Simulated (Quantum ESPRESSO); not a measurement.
BiTe:

```
CELL_PARAMETERS angstrom
0.00000 3.23500 3.23500
3.23500 0.00000 3.23500
3.23500 3.23500 0.00000
ATOMIC_POSITIONS crystal
Bi 0.00000 0.00000 0.00000
Te 0.50000 0.50000 0.50000
```

| Quantity | Value |
| --- | --- |
| Program | Quantum ESPRESSO 7.5 |
| Task | phonons |
| Functional | PBE |
| Dispersion | D3(BJ) |
| Potentials or basis | JTH 2.0 PBE |
| Cutoff | 707 eV |
| Density cutoff | 4245 eV |
| k mesh | 7 × 7 × 7 |
| Occupations | methfessel-paxton, width 0.2 eV |
| Spin | no spin polarisation |
| Mixing beta | 0.5 |
| Most SCF iterations | 120 |
| SCF threshold | 4e-10 Ry |

The cell and the atoms were relaxed first, to 32.76 Å³/atom (a = 4.525 Å, b = 4.525 Å, c = 4.525 Å, α = 60.00°, β = 60.00°, γ = 60.00°), and the response was taken there.

At Γ the optical frequencies are 110 110 110 cm⁻¹, at a pressure of 0.0 GPa.

Question: How do the modes respond when the cell is scaled evenly, at fixed shape?

Answer: The highest mode has a Grüneisen parameter of 2.65 and moves by +5.4 cm⁻¹ per GPa. None of the listed modes softens on compression. The pressures give a bulk modulus of about 54 GPa.

Frequencies at 99 % and 101 % of the volume (pressures 0.5 and -0.5 GPa), ions relaxed:
| mode | 99 % (cm⁻¹) | 101 % (cm⁻¹) | Grüneisen parameter |
| --- | --- | --- | --- |
| 4 | 112.6 | 106.8 | 2.65 |
| 5 | 112.6 | 106.8 | 2.65 |
| 6 | 112.6 | 106.8 | 2.65 |

Modes are matched by their order; those that don't vary smoothly over the three volumes are left out.

Caveat: pairwise dispersion overbinds metals, which lowers pressure and volume.
